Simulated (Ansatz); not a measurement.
# InCl₂O radical (SMILES [O][In]([Cl])[Cl]): a rigid scan of the bond length O1–In2

An exercise on one series of results from a longer session: the logs are not shown, and one member is left open.

Computed with Ansatz 0.2.0, Gaussian basis. Level: single points in def2-TZVPP.

Levels: PBE-D4, r2SCAN-D4, PBE0-D4, B3LYP-D4, wB97M-V, Hartree-Fock, MP2, CCSD, CCSD(T). The scan takes 1.711, 1.770, 1.855, 1.955, 2.066, 2.186 Å.

Correlated methods freeze the cores. Filled d shells of the heavier atoms are correlated. Core potentials replace the inner electrons past krypton, and spin-orbit coupling is left out. Orbitals are unrestricted. B3LYP uses VWN-RPA correlation.

12 further runs of the same task are left out: 12 set aside as unsound or not needed.

**The system as given**

4 atoms, charge 0, spin multiplicity 2.

Atoms are counted from 1 here; the program's logs count them from 0.

Bond lengths: O1–In2 2.071 Å, In2–Cl3 2.399 Å, In2–Cl4 2.500 Å. Angles: O1–In2–Cl3 100.8°, O1–In2–Cl4 105.8°, Cl3–In2–Cl4 138.8°.

As a file:

| atom | x (Å) | y (Å) | z (Å) |
| --- | --- | --- | --- |
| O1 | 0.6890 | 0.9059 | 1.4693 |
| In2 | -0.3285 | -0.2161 | 0.0565 |
| Cl3 | 1.0404 | -2.1842 | -0.0235 |
| Cl4 | -1.3454 | 1.4341 | -1.5226 |

Set-up of the first run:

The input, pre/in.yaml:

```yaml
crystal:
  periodic: [false, false, false]
  atoms:
    - {symbol: O, position_ang: [0.689000, 0.905900, 1.469300]}
    - {symbol: In, position_ang: [-0.328500, -0.216100, 0.056500]}
    - {symbol: Cl, position_ang: [1.040400, -2.184200, -0.023500]}
    - {symbol: Cl, position_ang: [-1.345400, 1.434100, -1.522600]}
basis:
  gaussian: {orbitals: def2-SVP}
magnetization: {spin_polarized: true, initial_magnetization: 1}
hamiltonian: {xc: pbe, dispersion: d4}
relax: {f_tol: 0.03, max_steps: 250}
```

The command line of these runs was not kept.

Among the steps run: A first relaxation in a small basis; Relaxation at PBE0-D4; The minimum at every level; O1–In2 = 1.711 Å; O1–In2 = 1.770 Å; O1–In2 = 1.855 Å; O1–In2 = 1.955 Å; O1–In2 = 2.066 Å; O1–In2 = 2.186 Å.

One table of the session follows, with a row left open; its other results are not shown here.

Energies less that of the minimum at the same level (kcal/mol):

```
bond length (Å)  PBE-D4  PBE0-D4  B3LYP-D4  wB97M-V  Hartree-Fock
          1.711    27.6     26.8      28.6     27.6          28.7
          1.770    15.9     14.9      16.4     15.4          15.8
          1.855     5.7      4.8       5.7      5.0           4.8
          1.955       ?        ?         ?        ?             ?
1.989 (minimum)     0.0      0.0       0.0      0.0           0.0
          2.066     0.4      1.1       0.6      1.1           1.5
          2.186     4.2      6.1       4.9      6.3           7.4
```

Q: Estimate the row for bond length (Å) = 1.955 from the others.

**Answer.** PBE-D4: 0.5; PBE0-D4: 0.3; B3LYP-D4: 0.5; wB97M-V: 0.3; Hartree-Fock: 0.2.

To keep in mind: CCSD follows the CCSD(T) curve best and PBE-D4 worst. 3 further points are left out, because the reference changes its state there.
